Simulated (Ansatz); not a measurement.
Geometry optimisation, Ansatz 0.2.0, DFT PBE-D3(BJ), scalar-relativistic, plane waves, PAW.

The input (input.yaml):

```yaml
crystal:
  lattice:
    - [-2.44575, 4.236163, 5.3885]
    - [4.8915, 0.0, 5.3885]
    - [4.8915, 8.472327, 0.0]
  atoms:
    - { symbol: Si, position: [0.105795, 0.5648222, 0.9506328] }
    - { symbol: Si, position: [0.389826, 0.9405193, 0.0325396] }
    - { symbol: Si, position: [-0.0045313, -0.0078541, 0.2679178] }
    - { symbol: O, position: [0.3271696, 0.4597873, 0.9750767] }
    - { symbol: O, position: [0.9324295, 0.5147646, 0.0988979] }
    - { symbol: O, position: [0.9251399, 0.1911521, 0.333188] }
    - { symbol: O, position: [0.1768127, 0.0308939, 0.1175582] }
    - { symbol: O, position: [0.5680646, 0.9854409, 0.0819087] }
    - { symbol: O, position: [0.5702135, 0.2975607, 0.1504886] }
    - { symbol: Si, position: [0.0962331, 0.5692735, 0.4493314] }
    - { symbol: Si, position: [0.3986927, 0.9320132, 0.5319888] }
    - { symbol: Si, position: [-0.0012214, 0.0055697, 0.7633938] }
    - { symbol: O, position: [0.3228571, 0.4711826, 0.4710672] }
    - { symbol: O, position: [0.9328212, 0.5145021, 0.6055534] }
    - { symbol: O, position: [0.9205322, 0.1954999, 0.833833] }
    - { symbol: "N", position: [0.1738788, 0.0321937, 0.6176609] }
    - { symbol: O, position: [0.573458, 0.9766856, 0.5769951] }
    - { symbol: O, position: [0.578367, 0.3117961, 0.6360023] }
    - { symbol: Si, position: [0.5932536, 0.0661361, 0.2011296] }
    - { symbol: Si, position: [0.9025466, 0.432468, 0.2856288] }
    - { symbol: Si, position: [0.4953485, 0.5049259, 0.511113] }
    - { symbol: O, position: [0.8228026, 0.9647497, 0.2243425] }
    - { symbol: O, position: [0.4348111, 0.0134535, 0.3600066] }
    - { symbol: O, position: [0.6725279, 0.5292448, 0.3758911] }
    - { symbol: O, position: [0.0654895, 0.4868109, 0.3287673] }
    - { symbol: O, position: [0.0760928, 0.8111862, 0.3906855] }
    - { symbol: Si, position: [0.5986681, 0.0668074, 0.699385] }
    - { symbol: Si, position: [0.8945981, 0.4411586, 0.7777101] }
    - { symbol: Si, position: [0.5004376, 0.5140938, 0.0086544] }
    - { symbol: O, position: [0.8280738, 0.9567419, 0.7207031] }
    - { symbol: O, position: [0.4298328, 0.0224043, 0.8560828] }
    - { symbol: O, position: [0.4209491, 0.6935989, 0.0776297] }
    - { symbol: O, position: [0.6900003, 0.5266838, 0.8646169] }
    - { symbol: O, position: [0.0718297, 0.4763524, 0.8309211] }
    - { symbol: O, position: [0.0735337, 0.8089489, 0.8909181] }
total_charge: 1
basis:
  ecutwfc: 420.0
kpoints:
  mp_grid: { grid: [2, 2, 2] }
hamiltonian:
  xc: pbe
  dispersion: d3bj
  pseudopotentials: { kind: paw, azcp: { folder: soft_1 } }
scf:
  occupations: { method: gaussian, width: 0.05 }
  lower_state_search: "off"
relax:
  f_tol: 0.03
  max_steps: 60
  adjacent_minimum: "off"
```

Command:

```bash
$ ansatz run input.yaml --threads 4 --pin off --max-ram 10240MiB --backend cpu --events-out ev --progress --plain --runs-dir out
```

Q: Where does it end, and by what steps?

A: The forces met the threshold. The force dipped under the threshold on the way, but the program's further checks kept it going. Limits of this set-up: coarse k mesh, no spin, though dangling bonds at a vacancy may carry it, a small cell, in which the defect meets its images, a typed lattice constant that wasn't relaxed here, charged cell in a uniform background, uncorrected. After 29 steps the energy has fallen by 4.609 eV; Si11 moved furthest, 1.08 Å. Joined: Si11–O13 (3.65 → 2.02 Å), O17–Si21 (3.56 → 1.79 Å), Si21–Si27 (3.09 → 2.48 Å).

| step | energy less start (eV) | largest force component (eV/Å) | accepted |
| --- | --- | --- | --- |
| 0 | 0.0000 | 5.093 | yes |
| 2 | -3.2329 | 2.020 | yes |
| 4 | -4.0791 | 0.574 | yes |
| 6 | -4.1922 | 0.273 | yes |
| 8 | -4.2318 | 0.155 | yes |
| 10 | -4.3664 | 0.417 | yes |
| 12 | -4.3171 | 1.876 | no |
| 14 | -4.5283 | 0.111 | yes |
| 16 | -4.5387 | 0.254 | yes |
| 18 | -4.5484 | 0.158 | yes |
| 20 | -4.5605 | 0.146 | yes |
| 22 | -4.5946 | 0.379 | yes |
| 24 | -4.6032 | 0.070 | yes |
| 26 | -4.6056 | 0.102 | no |
| 28 | -4.6087 | 0.030 | yes |
| 29 | -4.6087 | 0.030 | yes |

```xyz
35
Lattice="-2.4457 4.2362 5.3885 4.8915 0.0000 5.3885 4.8915 8.4723 0.0000" Properties=species:S:1:pos:R:3
Si 7.152 8.443 3.568
Si 3.723 2.038 7.141
Si 1.225 2.373 -0.027
O 6.197 9.608 4.189
O 0.556 4.745 7.594
O 0.264 6.896 5.964
O 0.330 1.822 1.198
O 3.685 3.131 8.348
O 0.611 3.609 4.898
Si 4.681 4.142 3.460
Si 6.943 5.788 7.827
Si 3.807 6.643 0.009
O 3.448 5.290 3.806
O 3.129 9.005 7.682
O 2.875 11.084 6.009
N 2.635 6.189 1.050
O 6.711 7.030 9.039
O 3.654 7.976 4.832
Si -0.265 4.225 3.686
Si 1.163 6.133 7.081
Si 3.003 6.489 4.878
O 3.754 5.511 9.549
O 0.853 4.752 2.599
O 2.608 5.881 6.293
O 3.815 2.888 2.953
O 5.503 3.783 4.793
Si 2.581 8.639 3.721
Si 3.767 10.438 7.201
Si 1.255 2.205 5.414
O 6.406 9.671 9.642
O 3.261 9.045 2.338
O 2.757 2.528 5.941
O 5.263 10.109 6.656
O 6.228 7.175 3.121
O 8.322 8.023 4.606
```

Whether the end is a true minimum wasn't checked by a vibrational analysis.

Time of the run: 3 min on 4 threads of Arm Neoverse V1, on a shared host, peak memory 1.5 GiB.
